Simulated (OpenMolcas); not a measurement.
**doublet CH6O2Si+ at 6 levels**

Aim: a comparison of 6 runs (UHF/STO-3G, UBLYP/cc-pVDZ, UM06-2X/cc-pVDZ, UPBE0/cc-pVDZ, USVWN5/cc-pVDZ, UTPSS/cc-pVDZ) of doublet CH6O2Si+. 

The calculation is run with OpenMolcas 26.06.

## (1) The structure to begin with

CH6O2Si+ has 10 atoms, charge +1, and is taken as a doublet. SMILES of the parent species: `C[SiH](O)O`. The shape is that of a PBE0-D4/def2-TZVP optimisation. This is one conformer, not always the lowest. That shape belongs to the parent species and isn't relaxed for this state.

Bond lengths: C1–Si2 1.852 Å, Si2–O3 1.647 Å, Si2–O4 1.646 Å, C1–H5 1.093 Å, C1–H6 1.093 Å, C1–H7 1.092 Å, Si2–H8 1.484 Å, O3–H9 0.958 Å, O4–H10 0.958 Å. Some angles: C1–Si2–O3 105.2°, C1–Si2–O4 112.8°, O3–Si2–O4 112.2°, C1–Si2–H8 113.0°, O3–Si2–H8 110.8°, O4–Si2–H8 103.1°, Si2–C1–H5 111.0°, Si2–C1–H6 110.6°, Si2–C1–H7 110.8°, Si2–O3–H9 117.2°.

## (2) A single-point energy at UHF/STO-3G (run 1)

mol.xyz reads:

```xyz
10

C     -1.293000     0.347800    -0.146400
Si     0.517500     0.180000     0.206800
O      0.650400    -1.156000     1.160800
O      1.425000     0.058500    -1.161600
H     -1.681100    -0.549800    -0.635600
H     -1.853400     0.489100     0.780800
H     -1.484400     1.203800    -0.797400
H      1.088600     1.369900     0.884700
H      1.521500    -1.366900     1.499800
H      1.192100    -0.627600    -1.788900
```

mol.input reads:

```
>>> EXPORT MOLCAS_PRINT=2

&GATEWAY
  BasLib
  $CurrDir
  Coord
  mol.xyz
  Basis
  STO-3G
  Group
  NoSym

&SEWARD

&SCF
  UHF
  Charge
  1
  Spin
  2
  Thresholds
  1e-10 1e-07 1e-07 1e-05
  PrOrbitals
  1
```

The basis set STO-3G is read from a file made from the Basis Set Exchange's data (not shown).

On the command line:

```sh
$ export MOLCAS_MEM=1860
$ pymolcas mol.input > mol.log
```

The log of the run:

```text
--- Start Module: gateway ---
[...]
--- Stop Module: gateway /rc=_RC_ALL_IS_WELL_ ---
--- Start Module: seward ---
[...]
      Basis functions           30
--- Stop Module: seward /rc=_RC_ALL_IS_WELL_ ---
--- Start Module: scf ---
[...]
       Convergence after  29 Iterations
[...]
::    Total SCF energy                               -473.9769956514
[...]
      Total spin, S                                     0.5032306251
[...]
      Total electronic charge=   41.000000
      Total            charge=    1.000000
[...]
      Dipole Moment (debye):
      Origin of the operator (angstrom)=    0.3965   -0.1003    0.0507
                   X=  1.5460E+00               Y= -3.1513E+00               Z=  3.2695E+00           Total=  4.7969E+00
      Center of Charge (angstrom)
[...]
--- Stop Module: scf /rc=_RC_ALL_IS_WELL_ ---
[...]
```

Wall time 1.6 s (1 thread of Intel Xeon 6975P-C (Granite Rapids), shared host); peak memory 0.37 GiB.

## (3) A single-point energy at UBLYP/cc-pVDZ (run 2)

test.inp reads:

```
>>> EXPORT MOLCAS_PRINT=2

&GATEWAY
 BASLIB = $CurrDir
 BASISSET
 C.cc-pVDZ....
 C1 -1.293000 0.347800 -0.146400 angstrom
 End of Basis
 BASISSET
 Si.cc-pVDZ....
 Si2 0.517500 0.180000 0.206800 angstrom
 End of Basis
 BASISSET
 O.cc-pVDZ....
 O3 0.650400 -1.156000 1.160800 angstrom
 O4 1.425000 0.058500 -1.161600 angstrom
 End of Basis
 BASISSET
 H.cc-pVDZ....
 H5 -1.681100 -0.549800 -0.635600 angstrom
 H6 -1.853400 0.489100 0.780800 angstrom
 H7 -1.484400 1.203800 -0.797400 angstrom
 H8 1.088600 1.369900 0.884700 angstrom
 H9 1.521500 -1.366900 1.499800 angstrom
 H10 1.192100 -0.627600 -1.788900 angstrom
 End of Basis

&SEWARD
 GRIDINPUT
 Grid=UltraFine
 End of Grid

&SCF
 UHF
 CHARGE = 1
 SPIN = 2
 KSDFT = BLYP
 THRESHOLDS = 1e-10 1e-07 1e-07 1e-05
 PRORBITALS = 1 2
```

The basis set cc-pVDZ is read from a file made from the Basis Set Exchange's data (not shown).

On the command line:

```sh
$ export MOLCAS_MEM=1860
$ pymolcas test.inp > test.log
```

The log of the run:

```text
--- Start Module: gateway ---
[...]
--- Stop Module: gateway /rc=_RC_ALL_IS_WELL_ ---
--- Start Module: seward ---
[...]
      Basis functions           90
--- Stop Module: seward /rc=_RC_ALL_IS_WELL_ ---
[...]
--- Start Module: scf ---
[...]
       Convergence after  35 Iterations
[...]
::    Total KS-DFT energy                            -481.3155288303
[...]
      Total spin, S                                     0.5013277201
[...]
      Total electronic charge=   41.000000
      Total            charge=    1.000000
[...]
      Dipole Moment (debye):
      Origin of the operator (angstrom)=    0.3965   -0.1003    0.0507
                   X= -5.4954E-01               Y= -9.8608E-02               Z= -2.6966E-01           Total=  6.2003E-01
      Center of Charge (angstrom)
[...]
--- Stop Module: scf /rc=_RC_ALL_IS_WELL_ ---
[...]
```

Wall time 84 s (1 thread of Intel Xeon 6975P-C (Granite Rapids), shared host); peak memory 0.49 GiB.

Runs 3 to 4 aren't shown in full; the table further down has their settings and results.

## (4) A single-point energy at USVWN5/cc-pVDZ (run 5)

job.inp reads:

```
&GATEWAY
 BasLib = $CurrDir
 Coord
 10
 angstrom
 C       -1.293000       0.347800      -0.146400
 Si       0.517500       0.180000       0.206800
 O        0.650400      -1.156000       1.160800
 O        1.425000       0.058500      -1.161600
 H       -1.681100      -0.549800      -0.635600
 H       -1.853400       0.489100       0.780800
 H       -1.484400       1.203800      -0.797400
 H        1.088600       1.369900       0.884700
 H        1.521500      -1.366900       1.499800
 H        1.192100      -0.627600      -1.788900
 Basis = cc-pVDZ
 Group = NoSym

&SEWARD
 GridInput
 Grid=UltraFine
 End of Grid

&SCF
 UHF
 Charge = 1
 Spin = 2
 KSDFT = SVWN5
 Thresholds = 1e-10 1e-07 1e-07 1e-05
 PrOrbitals = 1 1
```

The basis set cc-pVDZ is read from a file made from the Basis Set Exchange's data (not shown).

On the command line:

```sh
$ export MOLCAS_MEM=1860
$ pymolcas job.inp > job.log
```

The log of the run:

```text
--- Start Module: gateway ---
[...]
--- Stop Module: gateway /rc=_RC_ALL_IS_WELL_ ---
--- Start Module: seward ---
[...]
      Basis functions           90
--- Stop Module: seward /rc=_RC_ALL_IS_WELL_ ---
[...]
--- Start Module: scf ---
[...]
       Convergence after  32 Iterations
[...]
::    Total KS-DFT energy                            -478.7394316070
[...]
      Total spin, S                                     0.5007974848
[...]
      Total electronic charge=   41.000000
      Total            charge=    1.000000
[...]
      Dipole Moment (debye):
      Origin of the operator (angstrom)=    0.3965   -0.1003    0.0507
                   X= -6.3591E-01               Y=  2.1757E-02               Z= -2.0498E-01           Total=  6.6849E-01
      Center of Charge (angstrom)
[...]
--- Stop Module: scf /rc=_RC_ALL_IS_WELL_ ---
[...]
```

Wall time 46 s (1 thread of Intel Xeon 6975P-C (Granite Rapids), shared host); peak memory 0.49 GiB.

## (5) A single-point energy at UTPSS/cc-pVDZ (run 6)

calc.inp reads:

```
* CH6O2Si Kohn-Sham DFT

&GATEWAY
 BasLib
 $CurrDir
 BasisSet
 C.cc-pVDZ....
 C1 -1.293000 0.347800 -0.146400 angstrom
 End of Basis
 BasisSet
 Si.cc-pVDZ....
 Si2 0.517500 0.180000 0.206800 angstrom
 End of Basis
 BasisSet
 O.cc-pVDZ....
 O3 0.650400 -1.156000 1.160800 angstrom
 O4 1.425000 0.058500 -1.161600 angstrom
 End of Basis
 BasisSet
 H.cc-pVDZ....
 H5 -1.681100 -0.549800 -0.635600 angstrom
 H6 -1.853400 0.489100 0.780800 angstrom
 H7 -1.484400 1.203800 -0.797400 angstrom
 H8 1.088600 1.369900 0.884700 angstrom
 H9 1.521500 -1.366900 1.499800 angstrom
 H10 1.192100 -0.627600 -1.788900 angstrom
 End of Basis

&SEWARD
 GridInput
 Grid=UltraFine
 End of Grid

&SCF
 UHF
 Charge
 1
 Spin
 2
 KSDFT
 2
 1.0 MGGA_X_TPSS
 1.0 MGGA_C_TPSS
 Thresholds
 1e-10 1e-07 1e-07 1e-05
 PrOrbitals
 1
```

The basis set cc-pVDZ is read from a file made from the Basis Set Exchange's data (not shown).

On the command line:

```sh
$ export MOLCAS_MEM=1860
$ pymolcas calc.inp > calc.log
```

The log of the run:

```text
--- Start Module: gateway ---
[...]
--- Stop Module: gateway /rc=_RC_ALL_IS_WELL_ ---
--- Start Module: seward ---
[...]
      Basis functions           90
--- Stop Module: seward /rc=_RC_ALL_IS_WELL_ ---
[...]
--- Start Module: scf ---
[...]
       Convergence after  42 Iterations
[...]
::    Total KS-DFT energy                            -481.4228117854
[...]
      Total spin, S                                     0.5019833757
[...]
      Total electronic charge=   41.000000
      Total            charge=    1.000000
[...]
      Dipole Moment (debye):
      Origin of the operator (angstrom)=    0.3965   -0.1003    0.0507
                   X= -5.6629E-01               Y= -1.3344E-01               Z= -3.2522E-01           Total=  6.6652E-01
      Center of Charge (angstrom)
[...]
--- Stop Module: scf /rc=_RC_ALL_IS_WELL_ ---
[...]
```

It took 2.6 min on 1 thread of Intel Xeon 6975P-C (Granite Rapids), shared host; peak memory 0.49 GiB.

## (6) All runs side by side

```tsv
run	level	integration grid	energy (Eh)	HOMO energy (eV)	LUMO energy (eV)	⟨S²⟩	wall time
1	UHF/STO-3G	–	-473.976996	-15.51	-4.09	0.756	1.6 s
2	UBLYP/cc-pVDZ	UltraFine	-481.315529	-13.57	-13.13	0.753	84 s
3	UM06-2X/cc-pVDZ	UltraFine	-481.252294	-16.25	-12.19	0.759	99 s
4	UPBE0/cc-pVDZ	UltraFine	-481.030446	-14.97	-12.80	0.758	62 s
5	USVWN5/cc-pVDZ	UltraFine	-478.739432	-13.77	-13.40	0.752	46 s
6	UTPSS/cc-pVDZ	UltraFine	-481.422812	-13.79	-13.27	0.754	2.6 min
```

## (7) Results

| quantity | value |
| --- | --- |
| run 6: total energy | -481.42281 Eh |
| run 6: HOMO energy (highest over α and β) | -13.79 eV |
| run 6: LUMO energy (lowest over α and β) | -13.27 eV |
| run 6: ⟨S²⟩ | 0.754 |

In words: Totals of different functionals can't be ranked against each other. In run 1 the basis is minimal, so the values are rough. All runs together took 7.5 min, the longest 2.6 min.
